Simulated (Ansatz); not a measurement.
# SiGeH5 (quartet): from Hartree-Fock to the top rungs, cc-pVDZ

An exercise on one series of results from a longer session: the logs are not shown, and one member is left open.

Computed with Ansatz 0.2.0, Gaussian basis. Level: cc-pVDZ, core rule «outside noble gas», up to 19 orbitals frozen.

The runs, in order: UHF; CCSD(T) on ROHF; CCSD(T) on UHF; BCCD(T) on ROHF; CISD as a restricted active space (open shells left free, so some higher excitations enter); CCSDT(Q) on ROHF; CCSDT(Q) on UHF.

21 further runs of the same task are left out: 9 that didn't finish, 12 set aside as unsound or not needed. Runs told in other sessions of the task aren't counted.

## The system

The geometry is a PBE0/def2-TZVP stationary point (not a proven minimum) of the parent state, kept for this charge and spin. No spin-orbit coupling is included. The filled d shell of Ge may be among the frozen orbitals whatever the setting's name suggests.

7 atoms, charge 0, spin multiplicity 4.

Atoms are counted from 1 here; the program's logs count them from 0.

Bond lengths: Si1–Ge2 2.372 Å, Si1–H3 1.489 Å, Si1–H4 1.489 Å, Ge2–H5 1.537 Å, Ge2–H6 1.541 Å, Ge2–H7 1.537 Å. Angles: Ge2–Si1–H3 113.5°, Ge2–Si1–H4 113.5°, H3–Si1–H4 109.6°, Si1–Ge2–H5 109.6°, Si1–Ge2–H6 112.2°, Si1–Ge2–H7 109.6°, H5–Ge2–H6 108.4°, H5–Ge2–H7 108.7°, H6–Ge2–H7 108.4°.

Coordinates:

```xyz
7

Si   -0.08154    0.00000    1.69886
Ge    0.01623    0.00000   -0.67087
H     0.51308   -1.21685    2.31750
H     0.51308    1.21685    2.31750
H    -0.69492    1.24900   -1.21585
H     1.46616    0.00000   -1.19278
H    -0.69492   -1.24900   -1.21585
```

Set-up of the first run:

File in.yaml:

```yaml
crystal:
  periodic: [false, false, false]
  atoms:
    - {symbol: Si, position_ang: [-0.081543, 0.000000, 1.698859]}
    - {symbol: Ge, position_ang: [0.016230, 0.000000, -0.670868]}
    - {symbol: H, position_ang: [0.513083, -1.216854, 2.317500]}
    - {symbol: H, position_ang: [0.513083, 1.216854, 2.317500]}
    - {symbol: H, position_ang: [-0.694920, 1.249004, -1.215853]}
    - {symbol: H, position_ang: [1.466162, 0.000000, -1.192785]}
    - {symbol: H, position_ang: [-0.694920, -1.249004, -1.215853]}
basis:
  gaussian: {orbitals: cc-pVDZ}
magnetization: {spin_polarized: true, initial_magnetization: 3}
hamiltonian: {xc: hf}
output: {orbitals: {seedname: orbitals}}
```

On the command line:

```bash
> ansatz run in.yaml --threads 1 --pin off --events-out ev --progress --plain --max-ram 2393MiB
```

Steps of the session up to this table: UHF; CCSD(T) on ROHF; CCSD(T) on UHF; BCCD(T) on ROHF; CISD as a restricted active space (open shells left free, so some higher excitations enter); CCSDT(Q) on ROHF; CCSDT(Q) on UHF.

One table of the session follows, with a row left open; its other results are not shown here.

```
   method  from RCCSDT(Q) (kcal/mol)
     ROHF                    +150.22
      UHF                          ?
     RMP2                     +37.02
     UMP2                     +36.98
     CISD                     +18.88
    RCCSD                      +5.90
    UCCSD                      +5.85
 RCCSD(T)                      +1.83
 UCCSD(T)                      +1.84
  BCCD(T)                      +1.82
   RCCSDT                      +0.23
   UCCSDT                      +0.21
RCCSDT(Q)                          0
UCCSDT(Q)                      -0.04
```

Estimate the missing values for UHF.

**Answer.** from RCCSDT(Q) (kcal/mol): +147.87. In the column «from RCCSDT(Q) (kcal/mol)» it lies between RMP2 (+37.02) and ROHF (+150.22).

Limits of these values: Restricted and unrestricted rows rest on different reference determinants; a gap between their highest levels can come from leftover correlation error, from unlike frozen cores or from another state.
